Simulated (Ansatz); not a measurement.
# AlH3 + H2O + H2O: a complex and its separated parts

Aim: how far the complex at one end of a reaction step lies below its separated, relaxed parts, level by level.

Method: PBE0-D4/def2-TZVP structures, single points in def2-TZVPP, no counterpoise correction; program: Ansatz 0.2.0, Gaussian basis.

Levels: SPW92, PBE-D4, BLYP-D4, r2SCAN-D4, B97M-V, PBE0-D4, B3LYP-D4, r2SCAN0-D4, BHLYP-D4, CAM-B3LYP-D4, wB97X-V, wB97M-V, B2PLYP, PBE-QIDH, RPA on PBE, Hartree-Fock, MP2, CCSD, CCSD(T).

Cores are frozen in the correlated methods. B3LYP uses VWN-RPA correlation. B2PLYP carries no dispersion term here.

26 further runs of the same task are left out: 26 set aside as unsound or not needed.

## Step 1: The system as given

The complex: 10 atoms, charge 0, spin multiplicity 1.

Atoms are counted from 1 here; the program's logs count them from 0.

Bond lengths: Al1–H2 1.631 Å, Al1–H3 1.598 Å, Al1–H4 1.592 Å, Al1–O6 1.961 Å, H5–O6 1.002 Å, O6–H9 0.961 Å, H7–O8 0.979 Å, O8–H10 0.961 Å. Angles: H2–Al1–H3 115.4°, H2–Al1–H4 114.1°, H2–Al1–O6 97.1°, H3–Al1–H4 120.2°, H3–Al1–O6 100.0°, H4–Al1–O6 105.0°, Al1–O6–H5 109.0°, Al1–O6–H9 114.3°, H5–O6–H9 109.0°, H7–O8–H10 106.6°.

Coordinates:

```xyz
10

Al   -1.2148    0.3580   -0.7191
H    -0.9945   -1.1712   -0.1966
H    -1.1186    0.5626   -2.3009
H    -2.2696    1.1913    0.1331
H     1.0094    0.3586    0.3662
O     0.5373    1.0534   -0.1800
H     0.4298   -1.4272    0.7225
O     1.2747   -1.0717    1.0663
H     1.1023    1.3132   -0.9133
H     1.2441   -1.1670    2.0219
```

Its parts: AlH3 holds atoms 1, 2, 3, 4; H2O holds atoms 5, 6, 9; H2O holds atoms 7, 8, 10. Each part counts its atoms afresh in its own runs.

## Step 2: Relaxing AlH3 alone

relax-a/in.yaml

```yaml
crystal:
  periodic: [false, false, false]
  atoms:
    - {symbol: Al, position_ang: [-1.214770, 0.357954, -0.719088]}
    - {symbol: H, position_ang: [-0.994481, -1.171238, -0.196618]}
    - {symbol: H, position_ang: [-1.118596, 0.562589, -2.300852]}
    - {symbol: H, position_ang: [-2.269569, 1.191343, 0.133109]}
basis:
  gaussian: {orbitals: def2-TZVP}
hamiltonian: {xc: pbe0, dispersion: d4}
relax: {f_tol: 0.005, max_steps: 200}
```

The command line of these runs was not kept.

After this run come: Relaxing H2O alone; Relaxing H2O alone; wB97M-V/def2-TZVPP; CCSD(T)/def2-TZVPP; CCSD(T)/def2-QZVPP; Vibrations of AlH3; Vibrations of H2O; Vibrations of H2O.

Before running it: what results should come out? Wanted: complex less parts, CCSD(T)/def2-TZVPP; with zero-point energy; largest T1 diagnostic.

**Answer**, as computed:

```
                              quantity      value
complex less parts, CCSD(T)/def2-TZVPP  -1.531 eV
                with zero-point energy  -1.267 eV
                 largest T1 diagnostic      0.009
```

At CCSD(T) the complex lies 1.531 eV below its parts. The functionals run from BLYP-D4, off by +0.006 eV, to SPW92, off by -0.701 eV, against CCSD(T). Mean unsigned error by rung: LDA 0.701, GGA 0.073, meta-GGA 0.144, hybrid 0.094, range-separated hybrid 0.085, double hybrid 0.056 eV. PBE-D4 gives a relative energy 0.139 eV too low, outside chemical accuracy (1 kcal/mol, 0.043 eV). No counterpoise was applied, and triple zeta lacks some correlation, so the CCSD(T) reference has a basis error of its own, and close matches with it are partly luck.
